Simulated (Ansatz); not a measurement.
The same calculation of C₂H₃AlNO, SMILES [CH3][Al][N]=C=O as a Python script and as an input file (the Ansatz DFT code, driven from Python).

Script `c2h3alno.py`:
```python
"""C2H3AlNO through the session interface."""

import ansatz as az
import numpy as np

deck = {
    "crystal": {
        "periodic": [False, False, False],
        "atoms": [
            {"symbol": "C", "position_ang": [-0.2234, -0.9201, 1.1005]},
            {"symbol": "Al", "position_ang": [0.1333, -1.1803, -0.8378]},
            {"symbol": "N", "position_ang": [0.4017, 0.3152, -2.0072]},
            {"symbol": "C", "position_ang": [0.4457, 1.5066, -1.5385]},
            {"symbol": "O", "position_ang": [0.3123, 2.6411, -1.1055]},
            {"symbol": "H", "position_ang": [-1.2, -0.2582, 1.1771]},
            {"symbol": "H", "position_ang": [0.5962, -0.3268, 1.5666]},
            {"symbol": "H", "position_ang": [-0.3737, -1.8348, 1.589]},
        ],
    },
    "magnetization": {"spin_polarized": True, "initial_magnetization": 1},
    "basis": {"gaussian": {"orbitals": "cc-pVDZ"}},
    "hamiltonian": {"xc": {"name": "wB97X"}},
    "output": {"forces": True},
}
session = az.Session.from_dict(deck)
report = session.plan(threads=1).execute().report

print("reference energy %16.6f eV" % report["reference_energy_ev"])
print("total energy     %16.6f eV" % report["free_energy_ev"])
print("occupied orbitals outside the frozen core (up, down):", report["n_occupied"], " frozen:", report["n_frozen"], " virtual:", report["n_virtual"])
symbols = ["C", "Al", "N", "C", "O", "H", "H", "H"]
state = report["mean_field"]["state"]
print(f"mean field: {state['energy']['hartree']:.7f} Ha, <S^2> = {abs(state['spin_squared']):.4f}, stability: {state.get('stability', {}).get('kind')}")

print("forces (eV/A)")
for symbol, f in zip(symbols, report["forces_ev_ang"]):
    print(f"  {symbol:2s} {f[0]:9.4f} {f[1]:9.4f} {f[2]:9.4f}")
charges = report["charge_distribution"]
dipole = np.array(charges["dipole_moment_e_ang"]) * 4.803205
print("dipole (D): {:.3f} {:.3f} {:.3f}, length {:.3f}".format(*dipole, np.linalg.norm(dipole)))
print("atom  Mulliken   Lowdin")
for symbol, m, l in zip(symbols, charges["mulliken_charges_e"], charges["lowdin_charges_e"]):
    print(f"{symbol:4s} {m:9.3f} {l:8.3f}")
```

Output of `python c2h3alno.py`:
```text
reference energy    -12254.935426 eV
total energy        -12254.935426 eV
occupied orbitals outside the frozen core (up, down): [22, 21]  frozen: 0  virtual: [67, 68]
mean field: -450.3605702 Ha, <S^2> = 0.7530, stability: minimum
forces (eV/A)
  C    -1.1199    3.3122   -0.9841
  Al    0.1427    0.5026   -0.6334
  N     0.4835    3.8427    2.4001
  C    -1.6648   -0.4151    0.0866
  O     1.0172   -4.0330   -1.7534
  H     1.6766   -1.2278   -0.0837
  H    -0.2587   -0.2973   -0.0890
  H    -0.2765   -1.6844    1.0569
dipole (D): -0.200 -2.260 1.542, length 2.743
atom  Mulliken   Lowdin
C       -0.273   -0.094
Al       0.416    0.061
N       -0.424    0.038
C        0.248   -0.296
O       -0.186    0.173
H        0.079    0.072
H        0.074    0.043
H        0.064    0.002
```

`input.yaml`:
```yaml
crystal:
  periodic: [false, false, false]
  atoms:
    - { symbol: C, position_ang: [-0.2234, -0.9201, 1.1005] }
    - { symbol: Al, position_ang: [0.1333, -1.1803, -0.8378] }
    - { symbol: "N", position_ang: [0.4017, 0.3152, -2.0072] }
    - { symbol: C, position_ang: [0.4457, 1.5066, -1.5385] }
    - { symbol: O, position_ang: [0.3123, 2.6411, -1.1055] }
    - { symbol: H, position_ang: [-1.2, -0.2582, 1.1771] }
    - { symbol: H, position_ang: [0.5962, -0.3268, 1.5666] }
    - { symbol: H, position_ang: [-0.3737, -1.8348, 1.589] }
magnetization:
  spin_polarized: true
  initial_magnetization: 1
basis:
  gaussian: { orbitals: cc-pVDZ }
hamiltonian:
  xc: { name: wB97X }
output:
  forces: true
```

Launched from the shell:
```console
$ ansatz run input.yaml --threads 1 --pin off --max-ram 4096MiB --backend cpu --events-out ev --progress --plain --runs-dir out
Engine: ansatz 0.2.0, aarch64-unknown-linux-gnu
Functional definition: wB97X
  parameter omega = 0.3/bohr
  parameter cx = 0.157706
  parameter cx1 = 0.726479
  parameter cx2 = 1.04760
  parameter cx3 = -5.70635
  parameter cx4 = 13.2794
  parameter css1 = -4.33879
  parameter css2 = 18.2308
  parameter css3 = -31.7430
  parameter css4 = 17.2901
  parameter cos1 = 2.37031
  parameter cos2 = -11.3995
  parameter cos3 = 6.58405
  parameter cos4 = -3.78132
  exchange = spin_sum(e_x_unif_sr(omega)*poly(b97_u_x, 1 - cx, cx1, cx2, cx3, cx4)) + cx*exact_x_sr(omega)
      + exact_x_lr(omega)
  correlation = spin_sum(e_c_pw_same_spin*poly(b97_u_same, 1, css1, css2, css3, css4))
      + integral(e_c_pw_opposite_spin*poly(b97_u_opposite, 1, cos1, cos2, cos3, cos4))
842 factors; integrals over basis functions are off by at most 1.1e-3 eV
259 factors; integrals over basis functions are off by at most 8.7e-6 eV
mean field evaluation 1: about -12248.3266 eV, gradient 3.8e1 eV
mean field evaluation 2: about -12248.7358 eV, gradient 4.0e1 eV
mean field evaluation 4: about -12254.7790 eV, gradient 1.6e0 eV
mean field evaluation 8: about -12254.9331 eV, gradient 4.2e-1 eV
mean field evaluation 16: about -12254.9354 eV, gradient 1.0e-3 eV
mean field -12254.93544967 eV, -450.3605710817 hartree, gradient 5.7e-5 eV, S^2 0.753021; 0 other end points of the search recorded, 0 dependent functions left out
the calculation of the forces begins
reference -12254.93542623 eV, -450.3605702202 hartree; 22, 21 occupied and 67, 68 virtual orbitals, 842 factors
Total energy: -12254.93542623 eV, -450.3605702202 hartree
Atom 0 at    -0.223400    -0.920100     1.100500 Å, force    -1.119939     3.312217    -0.984121 eV/Å
Atom 1 at     0.133300    -1.180300    -0.837800 Å, force     0.142679     0.502562    -0.633371 eV/Å
Atom 2 at     0.401700     0.315200    -2.007200 Å, force     0.483533     3.842731     2.400111 eV/Å
Atom 3 at     0.445700     1.506600    -1.538500 Å, force    -1.664776    -0.415082     0.086568 eV/Å
Atom 4 at     0.312300     2.641100    -1.105500 Å, force     1.017161    -4.033001    -1.753392 eV/Å
Atom 5 at    -1.200000    -0.258200     1.177100 Å, force     1.676556    -1.227758    -0.083732 eV/Å
Atom 6 at     0.596200    -0.326800     1.566600 Å, force    -0.258717    -0.297250    -0.088965 eV/Å
Atom 7 at    -0.373700    -1.834800     1.589000 Å, force    -0.276498    -1.684418     1.056902 eV/Å
Dipole moment:    -0.041733    -0.470496     0.320980 e Å
```

Notes:
- Total energies depend on the basis set; only differences at equal settings carry meaning.
- The geometry is a force-field or estimated start, not a minimum of this method, and the basis set is short of its limit.
- The run takes the species as open-shell (spin multiplicity 2), which needn't be its ground state.
- The Löwdin charges here are taken after orthogonalising the functions within each atom; they differ from plain Löwdin charges, and their signs can be unphysical.
- It ran for 15 s on 1 thread of Arm Neoverse V2 (shared host), peak memory 0.39 GiB.
